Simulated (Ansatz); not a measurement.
# CH3In (SMILES C[In]): HF/STO-3G

Aim: the vertical electron affinity of CH3In at HF/STO-3G, from 2 runs. 

The results are computed with Ansatz 0.2.0.

46 further runs of the same task are left out: 5 that didn't finish, 41 set aside as unsound or not needed.

### 1 Starting point

CH3In has 5 atoms, charge 0, and is taken as a singlet. SMILES: `C[In]`. Geometry: relaxed at PBE0-D4/def2-TZVP.

Bond lengths: C1–In2 2.238 Å, C1–H3 1.096 Å, C1–H4 1.096 Å, C1–H5 1.096 Å. Angles: In2–C1–H3 111.3°, In2–C1–H4 111.3°, In2–C1–H5 111.3°, H3–C1–H4 107.6°, H3–C1–H5 107.6°, H4–C1–H5 107.6°.

### 2 The energy at HF/STO-3G

run.yaml

```yaml
crystal:
  periodic: [false, false, false]
  atoms:
    - {symbol: C, position_ang: [-0.182770, 0.073150, -0.070580]}
    - {symbol: In, position_ang: [1.772750, -0.709460, 0.684610]}
    - {symbol: H, position_ang: [-0.972960, -0.040920, 0.680150]}
    - {symbol: H, position_ang: [-0.502560, -0.460530, -0.972760]}
    - {symbol: H, position_ang: [-0.114460, 1.137770, -0.321410]}
basis:
  gaussian:
    orbitals: STO-3G
hamiltonian:
  xc: hf
accuracy: high
output:
  orbitals: {seedname: orbitals}
```

On the command line:

```console
$ ansatz run run.yaml --threads 1 --pin off --max-ram 3480MiB --events-out events.jsonl --progress --plain --runs-dir runs
```

Log:

```text
Warning: RAYON_NUM_THREADS=1 ignored (pool sized by the plan → 1); use --threads N
Functional definition: HF
  name "HF"
  exchange = exact_x
  correlation = 0
636 factors; integrals over basis functions are off by at most 3.9e-9 eV
mean field evaluation 1: about -155702.4192 eV, gradient 1.0e1 eV
mean field evaluation 2: about -155702.4857 eV, gradient 1.0e1 eV
mean field evaluation 4: about -155702.9547 eV, gradient 8.7e-1 eV
mean field evaluation 8: about -155702.9591 eV, gradient 2.0e-6 eV
mean field -155702.95911714 eV, -5721.9782082986 hartree, gradient 6.0e-9 eV, S^2 0.000000; 0 other end points of the search recorded, 0 dependent functions left out
reference -155702.95911714 eV, -5721.9782082986 hartree; 29, 29 occupied and 6, 6 virtual orbitals, 636 factors
Total energy: -155702.95911714 eV, -5721.9782082986 hartree
```

Run time: 0.61 s. Hardware: 1 thread of Arm Neoverse V1, shared host.

### 3 The doublet anion, same level

in.yaml

```yaml
crystal:
  periodic: [false, false, false]
  atoms:
    - {symbol: C, position_ang: [-0.182770, 0.073150, -0.070580]}
    - {symbol: In, position_ang: [1.772750, -0.709460, 0.684610]}
    - {symbol: H, position_ang: [-0.972960, -0.040920, 0.680150]}
    - {symbol: H, position_ang: [-0.502560, -0.460530, -0.972760]}
    - {symbol: H, position_ang: [-0.114460, 1.137770, -0.321410]}
basis:
  gaussian: {orbitals: STO-3G}
total_charge: -1
magnetization: {spin_polarized: true, initial_magnetization: 1}
hamiltonian: {xc: hf}
accuracy: high
output: {orbitals: {seedname: orbitals}}
```

On the command line:

```console
$ ansatz run in.yaml --threads 1 --pin off --max-ram 3480MiB --events-out events.jsonl --progress --plain --runs-dir runs
```

Log:

```text
Warning: RAYON_NUM_THREADS=1 ignored (pool sized by the plan → 1); use --threads N
Functional definition: HF
  name "HF"
  exchange = exact_x
  correlation = 0
636 factors; integrals over basis functions are off by at most 3.9e-9 eV
mean field evaluation 1: about -155695.3795 eV, gradient 1.2e1 eV
mean field evaluation 2: about -155695.4618 eV, gradient 1.2e1 eV
mean field evaluation 4: about -155696.8428 eV, gradient 1.0e0 eV
mean field evaluation 8: about -155696.8566 eV, gradient 2.4e-2 eV
mean field evaluation 16: about -155696.8502 eV, gradient 9.3e-1 eV
mean field evaluation 32: about -155696.8566 eV, gradient 6.8e-2 eV
mean field evaluation 64: about -155692.8782 eV, gradient 6.3e0 eV
mean field evaluation 96: about -155693.5942 eV, gradient 2.6e0 eV
mean field -155696.85655789 eV, -5721.7539433828 hartree, gradient 1.5e-8 eV, S^2 0.753391; 3 other end points of the search recorded, 0 dependent functions left out
reference -155696.85655789 eV, -5721.7539433828 hartree; 30, 29 occupied and 5, 6 virtual orbitals, 636 factors
Total energy: -155696.85655789 eV, -5721.7539433828 hartree
```

Run time: 1.9 s. Hardware: 1 thread of Arm Neoverse V1, shared host; peak memory 0.15 GiB.

### 4 Results

At HF/STO-3G:

| quantity | value |
| --- | --- |
| singlet CH3In: total energy | -5721.97821 Eh |
| singlet CH3In: HOMO energy | -3.82 eV |
| singlet CH3In: LUMO energy | 6.31 eV |
| singlet CH3In: HOMO–LUMO gap | 10.14 eV |
| doublet anion: total energy | -5721.75394 Eh |
| doublet anion: HOMO energy (highest over α and β) | 5.90 eV |
| doublet anion: LUMO energy (lowest over α and β) | 13.77 eV |
| doublet anion: ⟨S²⟩ | 0.753 |
| vertical electron affinity (to the doublet anion) | -6.103 eV |

In words: The anion lies 6.10 eV (589 kJ/mol) above the neutral: the electron isn't bound at this level, and such a value depends on the basis. Without diffuse functions anions come out too high. Hartree–Fock misses the correlation that binds many anions. In a minimal basis such a difference can be off by several eV, whatever the method. Relativity is left out (singlet CH3In) although the molecule holds a heavy atom. The HOMO (doublet anion) lies at positive energy, 5.90 eV: the electron is unbound at this level or held by a compact basis; values depend on the basis. Relativity is left out (doublet anion) although the molecule holds a heavy atom.
